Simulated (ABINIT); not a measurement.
Runs of ABINIT 10.8.3 (patched build) on TaO. The structure is hexagonal, space group P6/mmm (No. 191). Conventional cell: a = 3.066 Å, b = 3.066 Å, c = 3.855 Å, α = 90.00°, β = 90.00°, γ = 120.00°. Ta (site symmetry 6/mmm) is surrounded by 2 O at 1.93 Å. Around O (site symmetry 6/mmm) lie 2 Ta at 1.93 Å. The cell was built by a generator and needn't be a form met in nature.

```tsv
level	gap on the mesh (eV)	pressure (GPa)
PW91	none	-0.7
AM05	none	(a)
PBEsol	none	-5.6
RPBE	none	3.5
revPBE	none	(b)
```

Alike in all rows: task single point; potentials or basis JTH PAW PBE v2.0; no spin polarisation; cell as given; k mesh 10 × 10 × 7; cutoff (eV) 762; smearing fermi-dirac 0.05 eV.

Task: Estimate the missing entries.

Result: (a) -5.5; (b) 2.6.

Caveats: the PAW data sets were made with another functional, which shifts forces and pressure a little; an odd number of electrons without spin polarisation forces a metal; a magnetic or distorted state may lie lower; the atomic spheres overlap.

A k mesh can miss the band edges, and the runs leave out spin-orbit coupling on Ta.

A gap of «none» marks a metal or a gap under the smearing width.

Runs at the PBE level aren't shown here.
